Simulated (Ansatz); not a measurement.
## CH₅BTe, SMILES B[Te]C: harmonic frequencies at the relaxed geometry

Program: the Ansatz DFT code, driven from Python.

The script, `freq_ch5bte.py`:
```python
"""Harmonic frequencies of CH5BTe at its relaxed geometry."""

import ansatz as az
from ase import Atoms
from ase.thermochemistry import IdealGasThermo
import numpy as np

params = {
    "basis_set": "def2-SVP",
    "functional": "PBE",
}

GEOMETRY = """
B    -0.61860    1.19060   -1.02110
Te   -1.44140   -0.04500    0.59960
C     0.44920   -0.97060    0.79280
H    -0.63620    0.86530   -2.15350
H    -0.16640    2.26910   -0.79980
H     1.24110   -0.18940    1.06280
H     0.78810   -1.46250   -0.14360
H     0.47640   -1.71470    1.60710
"""

molecule = az.Crystal.molecule()
for line in GEOMETRY.strip().splitlines():
    symbol, *xyz = line.split()
    molecule = molecule.atom(symbol, [float(v) for v in xyz])

base = molecule.calculation()
base = base.basis(gaussian=params["basis_set"])
base = base.functional(params["functional"])
symbols = [site.symbol for site in molecule.cartesian_sites]
start = np.array([site.position_ang for site in molecule.cartesian_sites], dtype=float)
report = base.relax(force_tolerance=0.003).run().report
end = np.array(report["positions_ang"])

print("bond        before    after (A)")
for i, j in [(0, 1), (0, 3), (0, 4), (1, 2), (2, 5), (2, 6), (2, 7)]:
    d0, d1 = (np.linalg.norm(xyz[i] - xyz[j]) for xyz in (start, end))
    print(f"{symbols[i]}{i}-{symbols[j]}{j}".ljust(10), f"{d0:8.4f} {d1:8.4f}")
for i, j, k in [(1, 0, 3), (1, 0, 4), (3, 0, 4), (0, 1, 2), (1, 2, 5), (1, 2, 6), (1, 2, 7), (5, 2, 6)]:
    u, v = end[i] - end[j], end[k] - end[j]
    print(f"angle {symbols[i]}{i}-{symbols[j]}{j}-{symbols[k]}{k}: {np.degrees(np.arccos(np.clip(u @ v / np.linalg.norm(u) / np.linalg.norm(v), -1, 1))):.2f} deg")

# frequencies need a stationary point, so they are taken at the relaxed geometry
minimum = az.Crystal.molecule()
for symbol, xyz in zip(symbols, end):
    minimum = minimum.atom(symbol, xyz.tolist())
vibrating = (
    minimum.calculation()
    .basis(gaussian=params["basis_set"])
    .functional(params["functional"])
    .phonons(temperatures=(298.15, 498.15, 100))
)
vib = vibrating.run().report["vibrations"]
sums = vib["harmonic_sums"]
modes = [m["omega_inv_cm"] for m in sums["modes_at_gamma"] if m["rigid_motion"] == "no"]
for number, w in enumerate(modes, start=1):
    print(f"mode {number:2d} {w:9.1f} 1/cm {w / 8065.544 * 1000:8.2f} meV")
print("imaginary modes:", sum(w < 0 for w in modes), " zero-point energy:", round(sums["zero_point_energy_ev"], 4), "eV")
# rigid rotor and ideal gas, symmetry number taken as one
gas = IdealGasThermo(vib_energies=[w / 8065.544 for w in modes if w > 0], geometry="linear" if len(modes) == 3 * len(symbols) - 5 else "nonlinear",
                     atoms=Atoms(symbols, positions=end), symmetrynumber=1, spin=0.0)
print(f"H(298 K) - E = {gas.get_enthalpy(298.15, verbose=False):.4f} eV")
print(f"S(298 K, 1 bar) = {96485.33 * gas.get_entropy(298.15, 1e5, verbose=False):.1f} J/(mol K) with symmetry number 1")
```

```console
$ python freq_ch5bte.py
bond        before    after (A)
B0-Te1       2.1978   2.1053
B0-H3        1.1783   1.2137
B0-H4        1.1902   1.2135
Te1-C2       2.1139   2.1839
C2-H5        1.1447   1.1050
C2-H6        1.1107   1.1045
C2-H7        1.1034   1.1050
angle Te1-B0-H3: 120.04 deg
angle Te1-B0-H4: 116.58 deg
angle H3-B0-H4: 123.38 deg
angle B0-Te1-C2: 99.38 deg
angle Te1-C2-H5: 108.82 deg
angle Te1-C2-H6: 107.90 deg
angle Te1-C2-H7: 108.83 deg
angle H5-C2-H6: 110.53 deg
mode  1      68.0 1/cm     8.43 meV
mode  2     186.5 1/cm    23.12 meV
mode  3     407.2 1/cm    50.49 meV
mode  4     504.3 1/cm    62.52 meV
mode  5     598.6 1/cm    74.21 meV
mode  6     649.8 1/cm    80.57 meV
mode  7     800.1 1/cm    99.20 meV
mode  8     816.3 1/cm   101.20 meV
mode  9     831.5 1/cm   103.09 meV
mode 10    1081.8 1/cm   134.13 meV
mode 11    1189.4 1/cm   147.46 meV
mode 12    1383.5 1/cm   171.53 meV
mode 13    1389.7 1/cm   172.31 meV
mode 14    2520.8 1/cm   312.54 meV
mode 15    2644.7 1/cm   327.90 meV
mode 16    3003.0 1/cm   372.33 meV
mode 17    3125.9 1/cm   387.56 meV
mode 18    3135.2 1/cm   388.72 meV
imaginary modes: 0  zero-point energy: 1.5087 eV
H(298 K) - E = 1.6789 eV
S(298 K, 1 bar) = 315.7 J/(mol K) with symmetry number 1
```

The frequencies are harmonic and unscaled, in a modest basis. The result belongs to the one conformer reached from this start, and soft torsions count as harmonic oscillators. def2 sets replace the cores of elements past krypton by effective core potentials. The entropy takes a symmetry number of 1; a symmetric molecule's is lower by R ln(sigma). Timing: 67 s on 1 thread of AMD EPYC 9R45 (Zen 5), on a shared host, peak memory 0.24 GiB.

(Lines on the test bed's own set-up are left out of the output.)
